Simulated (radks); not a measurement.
**Te⁴¹⁺ in [Ne] 3s1: an all-electron calculation**

Aim: the levels, the sizes of the orbitals and the parts of the energy of the tellurium ion Te41+.

Method: scalar-relativistic Kohn-Sham, PW91, spin-polarised, spherical densities, finite nucleus; open shells are filled with parallel spins first. Code: radks (a radial shooting solver on a logarithmic mesh, Libxc functionals) version 1.

**1. The system**

| Property | Result |
| --- | --- |
| element | tellurium (Z = 52) |
| charge | +41 |
| electrons | 11 |
| configuration | [Ne] 3s1 |
| nuclear rms radius | 4.7423 fm |

The outer shells:

Te⁴¹⁺
```
[Ne] core
3s [↑ ]
```

**2. The run**

The run's settings:

```text
Z 52
configuration [Ne] 3s1 3p0 4s0 3d0 4f0
relativity scalar-relativistic
functional pw91,pw91
spin polarised
nucleus finite rms 4.7423 fm
c 137.035999084
```

Q: Predict the outcome of this run.

The runs gave:

```
                        quantity                    value
                    total energy      -5242.33725 hartree
exchange-correlation share of it                   1.76 %
                            −T/E                   1.0587
          highest occupied level        3s up, -3014.0 eV
    most extended occupied level  3s up, <r> = 0.282 bohr
 radius at density 0.001 e/bohr³               0.712 bohr
    maxima of the radial density                        2
         ionisation energy, NIST    3041.0 (semi-emp.) eV
```

What this shows: The radial density shows 2 maxima for 3 occupied principal shells; where shells overlap, one shows as a shoulder or not at all. −T/E is 1.059: with relativity the kinetic term as defined here no longer equals −E. Minus the highest eigenvalue, 3014.0 eV, is 99 % of the tabulated ionisation energy (3041.0 eV). 
